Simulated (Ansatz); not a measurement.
# The cluster Al₁₀As₁₀H₃₀: one molecule under many settings

How do the results and run time of the cluster Al₁₀As₁₀H₃₀ respond when the settings are drawn wide?

Program: Ansatz 0.2.0, Gaussian basis. Level of theory: the settings change from run to run. These are calculated values, not measurements.

## (1) The geometry

The geometry comes from an earlier relaxation with r2SCAN-D4/def2-SVP; it is a stationary point, not always the lowest conformer.

50 atoms, charge 0, spin multiplicity 1.

Atoms are counted from 1 here; the program's logs count them from 0.

Bond lengths: Al1–As11 2.516 Å, Al1–As12 2.492 Å, Al1–As13 2.468 Å, Al1–H21 1.587 Å, Al2–As11 2.558 Å, Al2–As14 2.511 Å, Al2–H22 1.586 Å, Al2–H23 1.599 Å, Al3–As13 2.467 Å, Al3–As15 2.494 Å, Al3–As16 2.517 Å, Al3–H24 1.587 Å, Al4–As14 2.492 Å, Al4–As15 2.538 Å, Al4–H25 1.587 Å, Al4–H26 1.600 Å, Al5–As12 2.539 Å, Al5–As17 2.492 Å and more. Angles: As11–Al1–As12 96.4°, As11–Al1–As13 107.6°, As11–Al1–H21 112.3°, As12–Al1–As13 106.7°, As12–Al1–H21 116.6°, As13–Al1–H21 115.3°, As11–Al2–As14 101.5°, As11–Al2–H22 109.1°, As11–Al2–H23 101.5°, As14–Al2–H22 114.2°, As14–Al2–H23 105.2°, H22–Al2–H23 122.7°, As13–Al3–As15 106.8°, As13–Al3–As16 107.6°, As13–Al3–H24 115.3°, As15–Al3–As16 96.1°, As15–Al3–H24 116.4°, As16–Al3–H24 112.7° and more.

## (2) HF/def2-mTZVPP

Set apart from the defaults: density fitting with def2-universal-jkfit, relativity set to scalar.

The input, in.yaml:

```yaml
crystal:
  periodic: [false, false, false]
  atoms:
    - {symbol: Al, position_ang: [-2.029469, -2.335338, -0.610298]}
    - {symbol: Al, position_ang: [-2.623383, 1.177078, -3.583048]}
    - {symbol: Al, position_ang: [-2.341584, 0.598255, 2.023526]}
    - {symbol: Al, position_ang: [-1.980684, 3.761174, -0.666806]}
    - {symbol: Al, position_ang: [0.688428, -2.007025, -3.762013]}
    - {symbol: Al, position_ang: [0.629896, -2.019677, 2.330540]}
    - {symbol: Al, position_ang: [3.591541, -2.602054, -1.185922]}
    - {symbol: Al, position_ang: [0.700986, 0.709371, -0.709604]}
    - {symbol: Al, position_ang: [1.157963, 3.572466, 2.632341]}
    - {symbol: Al, position_ang: [3.774939, 0.715516, 1.968083]}
    - {symbol: As, position_ang: [-3.164294, -1.053596, -2.453777]}
    - {symbol: As, position_ang: [-0.412860, -3.546226, -2.069228]}
    - {symbol: As, position_ang: [-0.716668, -0.723334, 0.719175]}
    - {symbol: As, position_ang: [-0.818724, 2.073088, -2.084392]}
    - {symbol: As, position_ang: [-3.540011, 2.069395, 0.405153]}
    - {symbol: As, position_ang: [-1.071943, 2.441610, 3.174426]}
    - {symbol: As, position_ang: [2.077785, -0.806645, -2.076405]}
    - {symbol: As, position_ang: [2.474398, -3.151811, 1.048086]}
    - {symbol: As, position_ang: [2.100293, -0.397755, 3.521753]}
    - {symbol: As, position_ang: [2.056396, 2.096877, 0.806904]}
    - {symbol: H, position_ang: [-3.047104, -3.228925, 0.217883]}
    - {symbol: H, position_ang: [-2.154154, 0.904630, -5.073125]}
    - {symbol: H, position_ang: [-3.924677, 2.037103, -3.231314]}
    - {symbol: H, position_ang: [-3.248044, -0.236960, 3.023568]}
    - {symbol: H, position_ang: [-2.757863, 4.858149, -1.509938]}
    - {symbol: H, position_ang: [-1.134256, 4.120520, 0.642901]}
    - {symbol: H, position_ang: [-0.617986, -1.175849, -4.168057]}
    - {symbol: H, position_ang: [1.559985, -2.806578, -4.822568]}
    - {symbol: H, position_ang: [-0.188650, -3.029920, 3.241340]}
    - {symbol: H, position_ang: [3.235758, -3.904872, -2.041540]}
    - {symbol: H, position_ang: [5.084194, -2.133986, -0.925618]}
    - {symbol: H, position_ang: [0.894236, 5.073769, 2.190137]}
    - {symbol: H, position_ang: [2.021397, 3.199105, 3.926576]}
    - {symbol: H, position_ang: [4.179247, -0.579449, 1.119977]}
    - {symbol: H, position_ang: [4.839751, 1.589192, 2.759098]}
    - {symbol: H, position_ang: [-3.359414, -2.091306, -3.533679]}
    - {symbol: H, position_ang: [-4.609149, -0.995834, -2.005458]}
    - {symbol: H, position_ang: [-1.215343, -4.641798, -2.730203]}
    - {symbol: H, position_ang: [0.515681, -4.420339, -1.263829]}
    - {symbol: H, position_ang: [0.105872, 2.877943, -2.969553]}
    - {symbol: H, position_ang: [-4.401550, 1.272707, -0.541360]}
    - {symbol: H, position_ang: [-4.644301, 2.721262, 1.202273]}
    - {symbol: H, position_ang: [-2.109786, 3.522120, 3.363291]}
    - {symbol: H, position_ang: [-1.025595, 1.988585, 4.617967]}
    - {symbol: H, position_ang: [2.958794, 0.116502, -2.887999]}
    - {symbol: H, position_ang: [2.029169, -4.598339, 0.997139]}
    - {symbol: H, position_ang: [3.561443, -3.340693, 2.079690]}
    - {symbol: H, position_ang: [2.769438, -1.198425, 4.614104]}
    - {symbol: H, position_ang: [1.294006, 0.527587, 4.399323]}
    - {symbol: H, position_ang: [2.835896, 3.002735, -0.119512]}
basis:
  gaussian: {orbitals: def2-mTZVPP, fitting: {mean_field: def2-universal-jkfit}}
hamiltonian: {xc: {name: HF}, pseudopotentials: {relativity: scalar}}
output: {forces: true}
```

On the command line:

```sh
ansatz run in.yaml --threads 5 --pin off --events-out ev --progress --plain --max-ram 66560MiB --backend cuda --devices 0, --max-vram 37GiB
```

Standard output, shortened:

```text
Functional definition: HF
  name "HF"
  cite "Fock, Z. Phys. 61, 126 (1930) doi:10.1007/BF01340294"
  parent pbe
[...]
4480 factors; integrals over basis functions are off by at most 3.5e-1 eV
[...]
mean field -679676.15278867 eV, -24977.6379139405 hartree, gradient 5.1e-5 eV, S^2 0.000000; 0 other end points of the search recorded, 0 dependent functions left out
[...]
reference -679676.15278867 eV, -24977.6379139405 hartree; 245, 245 occupied and 485, 485 virtual orbitals, 4480 factors
Total energy: -679676.15278867 eV, -24977.6379139405 hartree
Relativity: scalar
Atom 0 at    -2.029469    -2.335338    -0.610298 Å, force    -0.187507    -0.171125     0.130253 eV/Å
Atom 1 at    -2.623383     1.177078    -3.583048 Å, force    -0.149637     0.155823    -0.335261 eV/Å
Atom 2 at    -2.341584     0.598255     2.023526 Å, force    -0.164545    -0.105978     0.190481 eV/Å
Atom 3 at    -1.980684     3.761174    -0.666806 Å, force     0.046691     0.381441     0.006976 eV/Å
Atom 4 at     0.688428    -2.007025    -3.762013 Å, force    -0.005668     0.035481    -0.404429 eV/Å
Atom 5 at     0.629896    -2.019677     2.330540 Å, force    -0.105597    -0.194161     0.178575 eV/Å
Atom 6 at     3.591541    -2.602054    -1.185922 Å, force     0.324163    -0.162957    -0.163086 eV/Å
Atom 7 at     0.700986     0.709371    -0.709604 Å, force     0.019391     0.022153    -0.021268 eV/Å
[...]
Atom 34 at     4.839751     1.589192     2.759098 Å, force    -0.110955    -0.131318    -0.110824 eV/Å
Atom 35 at    -3.359414    -2.091306    -3.533679 Å, force     0.099811     0.310804     0.292265 eV/Å
Atom 36 at    -4.609149    -0.995834    -2.005458 Å, force     0.432833     0.021076    -0.106768 eV/Å
Atom 37 at    -1.215343    -4.641798    -2.730203 Å, force     0.225102     0.357836     0.161063 eV/Å
Atom 38 at     0.515681    -4.420339    -1.263829 Å, force    -0.312136     0.323589    -0.252133 eV/Å
Atom 39 at     0.105872     2.877943    -2.969553 Å, force    -0.261264    -0.242099     0.236184 eV/Å
Atom 40 at    -4.401550     1.272707    -0.541360 Å, force     0.308916     0.251432     0.317930 eV/Å
Atom 41 at    -4.644301     2.721262     1.202273 Å, force     0.354142    -0.157086    -0.218877 eV/Å
Atom 42 at    -2.109786     3.522120     3.363291 Å, force     0.302711    -0.293542    -0.093984 eV/Å
Atom 43 at    -1.025595     1.988585     4.617967 Å, force     0.036522     0.115069    -0.424029 eV/Å
Atom 44 at     2.958794     0.116502    -2.887999 Å, force    -0.243580    -0.259019     0.244731 eV/Å
Atom 45 at     2.029169    -4.598339     0.997139 Å, force     0.120009     0.440402    -0.033769 eV/Å
Atom 46 at     3.561443    -3.340693     2.079690 Å, force    -0.303556     0.100636    -0.300456 eV/Å
Atom 47 at     2.769438    -1.198425     4.614104 Å, force    -0.169433     0.225247    -0.360975 eV/Å
Atom 48 at     1.294006     0.527587     4.399323 Å, force     0.274702    -0.313940    -0.325501 eV/Å
Atom 49 at     2.835896     3.002735    -0.119512 Å, force    -0.230154    -0.246850     0.265321 eV/Å
Dipole moment:    -0.617710    -0.605746     0.599550 e Å
```

Run time: 34 s. Hardware: 1 × H100 (card shared with other runs) with 5 threads of AMD EPYC 7R13, shared host; peak host memory 4.2 GiB.

Largest force 1.069 eV/Å, dipole 5.06 D.

## (3) wPBEh/def2-mTZVPP

Options: atoms shaken by 0.03 Å, density fitting with def2-universal-jkfit, finite nuclei, the search for lower states set to off.

The input, in.yaml:

```yaml
crystal:
  periodic: [false, false, false]
  atoms:
    - {symbol: Al, position_ang: [-2.028649, -2.288949, -0.549854]}
    - {symbol: Al, position_ang: [-2.585259, 1.208340, -3.595917]}
    - {symbol: Al, position_ang: [-2.335866, 0.627287, 2.031748]}
    - {symbol: Al, position_ang: [-1.956302, 3.761993, -0.640147]}
    - {symbol: Al, position_ang: [0.719527, -1.986268, -3.822598]}
    - {symbol: Al, position_ang: [0.665940, -2.000529, 2.301938]}
    - {symbol: Al, position_ang: [3.625947, -2.586100, -1.092084]}
    - {symbol: Al, position_ang: [0.717088, 0.731290, -0.667319]}
    - {symbol: Al, position_ang: [1.126826, 3.544940, 2.611484]}
    - {symbol: Al, position_ang: [3.740868, 0.694650, 1.965083]}
    - {symbol: As, position_ang: [-3.172671, -1.093858, -2.447972]}
    - {symbol: As, position_ang: [-0.406776, -3.611737, -2.056887]}
    - {symbol: As, position_ang: [-0.720893, -0.677607, 0.732719]}
    - {symbol: As, position_ang: [-0.832384, 2.025398, -2.121655]}
    - {symbol: As, position_ang: [-3.551447, 2.083688, 0.423276]}
    - {symbol: As, position_ang: [-1.040629, 2.391362, 3.161043]}
    - {symbol: As, position_ang: [2.096003, -0.825359, -2.124273]}
    - {symbol: As, position_ang: [2.506112, -3.132928, 1.081169]}
    - {symbol: As, position_ang: [2.058795, -0.336046, 3.537916]}
    - {symbol: As, position_ang: [2.098101, 2.073504, 0.743742]}
    - {symbol: H, position_ang: [-2.996109, -3.224929, 0.184366]}
    - {symbol: H, position_ang: [-2.156270, 0.900289, -5.099521]}
    - {symbol: H, position_ang: [-3.979822, 2.062213, -3.232904]}
    - {symbol: H, position_ang: [-3.199156, -0.253946, 2.979016]}
    - {symbol: H, position_ang: [-2.772229, 4.817483, -1.465612]}
    - {symbol: H, position_ang: [-1.111544, 4.147575, 0.646109]}
    - {symbol: H, position_ang: [-0.611661, -1.158813, -4.168687]}
    - {symbol: H, position_ang: [1.540247, -2.831574, -4.841551]}
    - {symbol: H, position_ang: [-0.301952, -3.012101, 3.240674]}
    - {symbol: H, position_ang: [3.217469, -3.922015, -2.022405]}
    - {symbol: H, position_ang: [5.070512, -2.135154, -0.881468]}
    - {symbol: H, position_ang: [0.919469, 5.108382, 2.167113]}
    - {symbol: H, position_ang: [1.996823, 3.195990, 3.931947]}
    - {symbol: H, position_ang: [4.147475, -0.673191, 1.149411]}
    - {symbol: H, position_ang: [4.860685, 1.610237, 2.757284]}
    - {symbol: H, position_ang: [-3.375227, -2.076564, -3.515190]}
    - {symbol: H, position_ang: [-4.597513, -0.953465, -1.974585]}
    - {symbol: H, position_ang: [-1.239113, -4.690649, -2.713799]}
    - {symbol: H, position_ang: [0.505504, -4.455649, -1.272566]}
    - {symbol: H, position_ang: [0.110789, 2.892722, -2.957482]}
    - {symbol: H, position_ang: [-4.390620, 1.304678, -0.512139]}
    - {symbol: H, position_ang: [-4.668516, 2.708374, 1.170862]}
    - {symbol: H, position_ang: [-2.105630, 3.522248, 3.387558]}
    - {symbol: H, position_ang: [-1.041785, 1.957099, 4.593830]}
    - {symbol: H, position_ang: [2.972849, 0.104693, -2.887330]}
    - {symbol: H, position_ang: [2.001630, -4.612631, 0.988355]}
    - {symbol: H, position_ang: [3.554140, -3.318790, 2.058675]}
    - {symbol: H, position_ang: [2.751234, -1.160885, 4.624587]}
    - {symbol: H, position_ang: [1.327615, 0.534062, 4.417907]}
    - {symbol: H, position_ang: [2.817979, 3.008952, -0.088212]}
basis:
  gaussian: {orbitals: def2-mTZVPP, fitting: {mean_field: def2-universal-jkfit}, nuclear_model: gaussian}
hamiltonian: {xc: {name: wPBEh}}
scf: {lower_state_search: off}
```

The command is unchanged.

Standard output, shortened:

```text
Functional definition: wPBEh
  name "wPBEh"
  cite "Heyd, Scuseria & Ernzerhof, J. Chem. Phys. 118, 8207 (2003) doi:10.1063/1.1564060"
  cite "Krukau, Vydrov, Izmaylov & Scuseria, J. Chem. Phys. 125, 224106 (2006) doi:10.1063/1.2404663"
  cite "Heyd & Scuseria, J. Chem. Phys. 120, 7274 (2004) doi:10.1063/1.1668634"
  cite "Ernzerhof & Perdew, J. Chem. Phys. 109, 3313 (1998) doi:10.1063/1.476928"
  cite "Perdew, Burke & Ernzerhof, Phys. Rev. Lett. 77, 3865 (1996) doi:10.1103/PhysRevLett.77.3865"
  parent pbe
[...]
4480 factors; integrals over basis functions are off by at most 3.7e-1 eV
4480 factors; integrals over basis functions are off by at most 1.9e-7 eV
[...]
mean field -674777.37844738 eV, -24797.6112774066 hartree, gradient 2.8e-6 eV, S^2 0.000000; 0 other end points of the search recorded, 0 dependent functions left out
reference -674777.37857086 eV, -24797.6112819444 hartree; 245, 245 occupied and 485, 485 virtual orbitals, 4480 factors
Total energy: -674777.37857086 eV, -24797.6112819444 hartree
Checks for a lower state left out: stability, starts, cluster_reference, orbital_swaps, neighbouring_geometries, increment
```

Wall time 21 s (1 × H100 (card shared with other runs) with 5 threads of AMD EPYC 7R13, shared host); peak host memory 1.4 GiB.

## (4) B97M-V/STO-3G

This run has relativity set to scalar.

The input, in.yaml:

```yaml
crystal:
  periodic: [false, false, false]
  atoms:
    - {symbol: Al, position_ang: [-2.029469, -2.335338, -0.610298]}
    - {symbol: Al, position_ang: [-2.623383, 1.177078, -3.583048]}
    - {symbol: Al, position_ang: [-2.341584, 0.598255, 2.023526]}
    - {symbol: Al, position_ang: [-1.980684, 3.761174, -0.666806]}
    - {symbol: Al, position_ang: [0.688428, -2.007025, -3.762013]}
    - {symbol: Al, position_ang: [0.629896, -2.019677, 2.330540]}
    - {symbol: Al, position_ang: [3.591541, -2.602054, -1.185922]}
    - {symbol: Al, position_ang: [0.700986, 0.709371, -0.709604]}
    - {symbol: Al, position_ang: [1.157963, 3.572466, 2.632341]}
    - {symbol: Al, position_ang: [3.774939, 0.715516, 1.968083]}
    - {symbol: As, position_ang: [-3.164294, -1.053596, -2.453777]}
    - {symbol: As, position_ang: [-0.412860, -3.546226, -2.069228]}
    - {symbol: As, position_ang: [-0.716668, -0.723334, 0.719175]}
    - {symbol: As, position_ang: [-0.818724, 2.073088, -2.084392]}
    - {symbol: As, position_ang: [-3.540011, 2.069395, 0.405153]}
    - {symbol: As, position_ang: [-1.071943, 2.441610, 3.174426]}
    - {symbol: As, position_ang: [2.077785, -0.806645, -2.076405]}
    - {symbol: As, position_ang: [2.474398, -3.151811, 1.048086]}
    - {symbol: As, position_ang: [2.100293, -0.397755, 3.521753]}
    - {symbol: As, position_ang: [2.056396, 2.096877, 0.806904]}
    - {symbol: H, position_ang: [-3.047104, -3.228925, 0.217883]}
    - {symbol: H, position_ang: [-2.154154, 0.904630, -5.073125]}
    - {symbol: H, position_ang: [-3.924677, 2.037103, -3.231314]}
    - {symbol: H, position_ang: [-3.248044, -0.236960, 3.023568]}
    - {symbol: H, position_ang: [-2.757863, 4.858149, -1.509938]}
    - {symbol: H, position_ang: [-1.134256, 4.120520, 0.642901]}
    - {symbol: H, position_ang: [-0.617986, -1.175849, -4.168057]}
    - {symbol: H, position_ang: [1.559985, -2.806578, -4.822568]}
    - {symbol: H, position_ang: [-0.188650, -3.029920, 3.241340]}
    - {symbol: H, position_ang: [3.235758, -3.904872, -2.041540]}
    - {symbol: H, position_ang: [5.084194, -2.133986, -0.925618]}
    - {symbol: H, position_ang: [0.894236, 5.073769, 2.190137]}
    - {symbol: H, position_ang: [2.021397, 3.199105, 3.926576]}
    - {symbol: H, position_ang: [4.179247, -0.579449, 1.119977]}
    - {symbol: H, position_ang: [4.839751, 1.589192, 2.759098]}
    - {symbol: H, position_ang: [-3.359414, -2.091306, -3.533679]}
    - {symbol: H, position_ang: [-4.609149, -0.995834, -2.005458]}
    - {symbol: H, position_ang: [-1.215343, -4.641798, -2.730203]}
    - {symbol: H, position_ang: [0.515681, -4.420339, -1.263829]}
    - {symbol: H, position_ang: [0.105872, 2.877943, -2.969553]}
    - {symbol: H, position_ang: [-4.401550, 1.272707, -0.541360]}
    - {symbol: H, position_ang: [-4.644301, 2.721262, 1.202273]}
    - {symbol: H, position_ang: [-2.109786, 3.522120, 3.363291]}
    - {symbol: H, position_ang: [-1.025595, 1.988585, 4.617967]}
    - {symbol: H, position_ang: [2.958794, 0.116502, -2.887999]}
    - {symbol: H, position_ang: [2.029169, -4.598339, 0.997139]}
    - {symbol: H, position_ang: [3.561443, -3.340693, 2.079690]}
    - {symbol: H, position_ang: [2.769438, -1.198425, 4.614104]}
    - {symbol: H, position_ang: [1.294006, 0.527587, 4.399323]}
    - {symbol: H, position_ang: [2.835896, 3.002735, -0.119512]}
basis:
  gaussian: {orbitals: STO-3G}
hamiltonian: {xc: {name: B97M-V}, pseudopotentials: {relativity: scalar}}
```

Same command.

Standard output, shortened:

```text
Functional definition: B97M-V
  name "B97M-V"
  cite "Mardirossian & Head-Gordon, J. Chem. Phys. 142, 074111 (2015) doi:10.1063/1.4907719"
  cite "Becke, J. Chem. Phys. 107, 8554 (1997) doi:10.1063/1.475007"
  cite "Vydrov & Van Voorhis, J. Chem. Phys. 133, 244103 (2010) doi:10.1063/1.3521275"
  # Of w^i u^j: cxij and so on, Table III.
[...]
  gx(w, u) = cx00 + cx01*u + cx02*u^2 + (cx10 + cx11*u)*w
  gss(w, u) = css00 + css02*u^2 + css10*w + (css32*w^3 + css42*w^4)*u^2
  gos(w, u) = cos00 + cos01*u + cos03*u^3 + cos10*w + cos32*w^3*u^2
[...]
      + integral(e_c_pw_mod_opposite_spin*gos(b97_w_opposite, b97_u_opposite)) + vv10(b, c)
4980 factors; their error is unknown
[...]
mean field -672460.98320519 eV, -24712.4853223654 hartree, gradient 1.7e-5 eV, S^2 0.000000; 0 other end points of the search recorded, 0 dependent functions left out
reference -672460.98330918 eV, -24712.4853261869 hartree; 245, 245 occupied and 55, 55 virtual orbitals, 4980 factors
Total energy: -672460.98330918 eV, -24712.4853261869 hartree
Relativity: scalar
```

Run time: 22 s. Hardware: 1 × H100 (card shared with other runs) with 5 threads of AMD EPYC 7R13, shared host; peak host memory 1.5 GiB.

## (5) All runs side by side

| level | charge | multiplicity | geometry | functions | energy (eV) | time |
| --- | --- | --- | --- | --- | --- | --- |
| HF/def2-mTZVPP | 0 | 1 | relaxed | 730 | -679676.153 | 34 s |
| wPBEh/def2-mTZVPP | 0 | 1 | shaken | 730 | -674777.379 | 21 s |
| B97M-V/STO-3G | 0 | 1 | relaxed | 300 | -672460.983 | 22 s |

## (6) Outcome

| quantity | value |
| --- | --- |
| runs | 3 |
| quickest | wPBEh/def2-mTZVPP, 21 s |
| slowest | HF/def2-mTZVPP, 34 s |
| spread of total energies, same state and geometry | 7215.2 eV |

The times lie within a factor of two. Total energies at one charge and spin differ by 7215 eV between levels, so only differences within one level mean anything. At the r2SCAN-D4/def2-SVP geometry and in the same state, runs without warnings or point charges leave forces up to 1.07 eV/Å (HF/def2-mTZVPP).
